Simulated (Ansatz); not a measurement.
# C2H7BOSi: the cost of one run

Program: Ansatz 0.2.0. Level of theory: UKS PBE-D4/6-31G*. These are calculated values, not measurements.

### 1 The system as given

Bond lengths: O1–C2 1.210 Å, C2–B3 1.546 Å, B3–C4 1.624 Å, C4–Si5 1.871 Å, C2–H6 1.088 Å, B3–H7 1.224 Å, C4–H8 1.137 Å, C4–H9 1.049 Å, Si5–H10 1.473 Å, Si5–H11 1.489 Å, Si5–H12 1.443 Å. Angles (14 of 18 angles, heavy atoms first): O1–C2–B3 118.8°, C2–B3–C4 125.6°, B3–C4–Si5 110.3°, O1–C2–H6 121.8°, B3–C2–H6 119.4°, C2–B3–H7 120.0°, C4–B3–H7 114.4°, B3–C4–H8 105.4°, B3–C4–H9 109.4°, Si5–C4–H8 108.2°, Si5–C4–H9 113.3°, C4–Si5–H10 111.7°, C4–Si5–H11 107.1°, C4–Si5–H12 108.8°.

Structure file:

```xyz
12

O    -2.2224   -0.2474    0.4839
C    -1.5896    0.5104    1.1831
B    -0.1948    0.9756    0.7055
C     0.5038    0.5731   -0.7041
Si    0.9078   -1.2534   -0.7286
H    -1.9665    0.8536    2.1448
H     0.4704    1.7298    1.4024
H    -0.2839    0.7739   -1.4994
H     1.3403    1.1848   -0.8645
H    -0.2801   -2.0765   -0.4452
H     1.8940   -1.4977    0.3601
H     1.4980   -1.5814   -2.0039
```

### 2 End point A

Input file input.yaml:

```yaml
crystal:
  periodic: [false, false, false]
  atoms:
    - { symbol: O, position_ang: [-2.2224, -0.2474, 0.4839] }
    - { symbol: C, position_ang: [-1.5896, 0.5104, 1.1831] }
    - { symbol: B, position_ang: [-0.1948, 0.9756, 0.7055] }
    - { symbol: C, position_ang: [0.5038, 0.5731, -0.7041] }
    - { symbol: Si, position_ang: [0.9078, -1.2534, -0.7286] }
    - { symbol: H, position_ang: [-1.9665, 0.8536, 2.1448] }
    - { symbol: H, position_ang: [0.4704, 1.7298, 1.4024] }
    - { symbol: H, position_ang: [-0.2839, 0.7739, -1.4994] }
    - { symbol: H, position_ang: [1.3403, 1.1848, -0.8645] }
    - { symbol: H, position_ang: [-0.2801, -2.0765, -0.4452] }
    - { symbol: H, position_ang: [1.894, -1.4977, 0.3601] }
    - { symbol: H, position_ang: [1.498, -1.5814, -2.0039] }
magnetization:
  spin_polarized: true
basis:
  gaussian: { orbitals: "6-31G*" }
hamiltonian:
  xc: pbe
  dispersion: d4
relax:
  f_tol: 0.02
  max_steps: 50
```

Started as:

```
> ansatz run input.yaml --threads 2 --pin off --max-ram 3072MiB --backend cpu --events-out ev --progress --plain --runs-dir out
```

**Question.** How long does this run take on 2 threads of Arm Neoverse V2, shared host, and how much memory does it need?

About 92 s, with a peak of 0.18 GiB.
